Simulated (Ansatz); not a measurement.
**C₂H₃F₃SSi: one species, many methods**

The task here is to estimate one member of a computed series from the others.

Program: Ansatz 0.2.0, Gaussian basis. Level of theory: functionals in def2-TZVPP, the program's frozen cores in correlated methods. These are calculated values, not measurements.

Levels to be run: PBE-D4, r2SCAN-D4, PBE0-D4, B3LYP-D4, ωB97X-V, ωB97M-V, B2PLYP; CCSD(T)/def2-TZVPP; MP2/def2-QZVPP; extrapolation to the limit.

### Structure used throughout

The geometry comes from an earlier relaxation with PBE0-D4 in a triple-zeta def2 set; it is a stationary point, not always the lowest conformer.

SMILES `C=CS[Si](F)(F)F`, 10 atoms, charge 0, spin multiplicity 1.

Atoms are counted from 1 here; the program's logs count them from 0.

Bond lengths: C1–C2 1.323 Å, C1–H8 1.084 Å, C1–H9 1.084 Å, C2–S3 1.785 Å, C2–H10 1.084 Å, S3–Si4 2.085 Å, Si4–F5 1.576 Å, Si4–F6 1.574 Å, Si4–F7 1.575 Å. Angles: C2–C1–H8 120.2°, C2–C1–H9 122.0°, H8–C1–H9 117.8°, C1–C2–S3 123.4°, C1–C2–H10 122.1°, S3–C2–H10 114.5°, C2–S3–Si4 95.6°, S3–Si4–F5 113.2°, S3–Si4–F6 108.5°, S3–Si4–F7 112.7°, F5–Si4–F6 107.8°, F5–Si4–F7 106.1°, F6–Si4–F7 108.4°.

The first run:

in.yaml

```yaml
crystal:
  periodic: [false, false, false]
  atoms:
    - {symbol: C, position_ang: [-0.875001, 0.893796, -1.327374]}
    - {symbol: C, position_ang: [-0.765746, -0.372284, -0.959731]}
    - {symbol: S, position_ang: [-1.029906, -0.935245, 0.713617]}
    - {symbol: Si, position_ang: [0.869572, -0.421983, 1.401874]}
    - {symbol: F, position_ang: [1.139078, 1.130184, 1.378135]}
    - {symbol: F, position_ang: [1.008778, -0.910407, 2.891193]}
    - {symbol: F, position_ang: [2.022384, -1.078667, 0.553351]}
    - {symbol: H, position_ang: [-0.725579, 1.174916, -2.364082]}
    - {symbol: H, position_ang: [-1.106057, 1.679789, -0.618096]}
    - {symbol: H, position_ang: [-0.537533, -1.160089, -1.668877]}
basis:
  gaussian: {orbitals: def2-TZVPP}
hamiltonian: {xc: pbe, dispersion: d4}
output: {forces: true, orbitals: {seedname: orbitals}}
```

Run with:

```bash
$ ansatz run in.yaml --threads 2 --pin off --events-out ev --progress --plain --max-ram 22528MiB --backend cuda --devices 0, --max-vram 18GiB
```

Steps of the session up to this table: PBE-D4 (GGA); r2SCAN-D4 (meta-GGA); PBE0-D4 (hybrid); B3LYP-D4 (hybrid); ωB97X-V (range-separated); ωB97M-V (range-separated); B2PLYP (double hybrid); CCSD(T) in def2-TZVPP; MP2 in def2-QZVPP.

One of the session's tables, all rows but one given; the rest of the session is left out.

| method | atomisation energy (kJ/mol) |
| --- | --- |
| PBE-D4 | 4402.5 |
| r2SCAN-D4 | 4327.1 |
| PBE0-D4 | 4298.0 |
| B3LYP-D4 | 4276.9 |
| ωB97X-V | 4311.0 |
| ωB97M-V | ? |
| B2PLYP | 4254.4 |
| HF/def2-TZVPP | 3163.4 |
| MP2/def2-TZVPP | 4343.8 |
| CCSD/def2-TZVPP | 4112.2 |
| CCSD(T)/def2-TZVPP | 4189.7 |
| MP2/CBS | 4475.1 |
| CCSD(T)/CBS | 4321.0 |

Q: Estimate the row for ωB97M-V from the others.

The run gave: atomisation energy (kJ/mol): 4319.7. In the column «atomisation energy (kJ/mol)» it lies between ωB97X-V (4311.0) and CCSD(T)/CBS (4321.0).
